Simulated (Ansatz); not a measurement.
# Sn5GeSe6: the cost of one run

Computed with Ansatz 0.2.0 (DFT PBE, scalar-relativistic, plane waves, PAW, unless a step's input says otherwise).

### 1 The system as given

The structure is tetragonal, space group P4/mmm (No. 123). Conventional cell: a = 4.265 Å, b = 4.265 Å, c = 18.095 Å, α = 90.00°, β = 90.00°, γ = 90.00°. Sn (site symmetry 4/mmm) has 6 Se at 3.02 Å as nearest neighbours. Sn (site symmetry 4mm) has 6 Se at 3.02 Å as nearest neighbours. Ge (site symmetry 4/mmm) has 6 Se at 3.02 Å as nearest neighbours. Se (site symmetry 4mm) is surrounded by 6 Sn at 3.02 Å. Se (site symmetry 4mm) has 5 Sn at 3.02 Å and 1 Ge at 3.02 Å as nearest neighbours. Around Se (site symmetry 4/mmm) lie 4 Ge at 3.02 Å and 2 Sn at 3.02 Å. Se (site symmetry 4/mmm) has 6 Sn at 3.02 Å as nearest neighbours.

Coordinates:

```cif
data_structure
_symmetry_space_group_name_H-M 'P4/mmm'
_symmetry_Int_Tables_number 123
_cell_length_a 4.2651
_cell_length_b 4.2651
_cell_length_c 18.0954
_cell_angle_alpha 90.000
_cell_angle_beta 90.000
_cell_angle_gamma 90.000
_cell_volume 329.18
loop_
_atom_site_label
_atom_site_type_symbol
_atom_site_symmetry_multiplicity
_atom_site_Wyckoff_symbol
_atom_site_fract_x
_atom_site_fract_y
_atom_site_fract_z
_atom_site_occupancy
Sn1 Sn 1 a 0.00000 0.00000 0.00000 1
Sn2 Sn 2 h 0.50000 0.50000 0.16667 1
Sn3 Sn 2 g 0.00000 0.00000 0.33333 1
Ge1 Ge 1 d 0.50000 0.50000 0.50000 1
Se1 Se 2 g 0.00000 0.00000 0.16667 1
Se2 Se 2 h 0.50000 0.50000 0.33333 1
Se3 Se 1 b 0.00000 0.00000 0.50000 1
Se4 Se 1 c 0.50000 0.50000 0.00000 1
```

The start is an ordering of an alloy on its end members' structure types: elements ordered on the sites of the SnSe type, Ge/Sn on Sn (P4/mmm, No. 123).

### 2 Probe: one point on a coarse mesh

Input file input.yaml:

```yaml
crystal:
  lattice:
    - [4.26513194, 0.0, 0.0]
    - [0.0, 4.26513194, 0.0]
    - [0.0, 0.0, 18.0954223]
  atoms:
    - { symbol: Sn, position: [0.0, 0.0, 0.0] }
    - { symbol: Sn, position: [0.5, 0.5, 0.16666667] }
    - { symbol: Sn, position: [0.0, 0.0, 0.33333333] }
    - { symbol: Sn, position: [0.0, 0.0, 0.66666667] }
    - { symbol: Sn, position: [0.5, 0.5, 0.83333333] }
    - { symbol: Ge, position: [0.5, 0.5, 0.5] }
    - { symbol: Se, position: [0.0, 0.0, 0.16666667] }
    - { symbol: Se, position: [0.5, 0.5, 0.33333333] }
    - { symbol: Se, position: [0.0, 0.0, 0.5] }
    - { symbol: Se, position: [0.5, 0.5, 0.66666667] }
    - { symbol: Se, position: [0.0, 0.0, 0.83333333] }
    - { symbol: Se, position: [0.5, 0.5, 0.0] }
basis:
  ecutwfc: 420
kpoints:
  mp_grid: { grid: [4, 4, 1] }
hamiltonian:
  xc: pbe
scf:
  occupations: { method: gaussian, width: 0.1 }
  lower_state_search: "off"
output:
  forces: true
  stress: true
  eigenvalues: true
```

Run with:

```sh
ansatz run input.yaml --threads 1 --pin off --max-ram 2560MiB --backend cpu --events-out ev --progress --plain --runs-dir out
```

Q: Estimate wall time and peak memory on 1 thread of Intel Xeon at 2.50GHz (Skylake/Cascade Lake), shared host.

About 20 s, with a peak of 0.71 GiB.
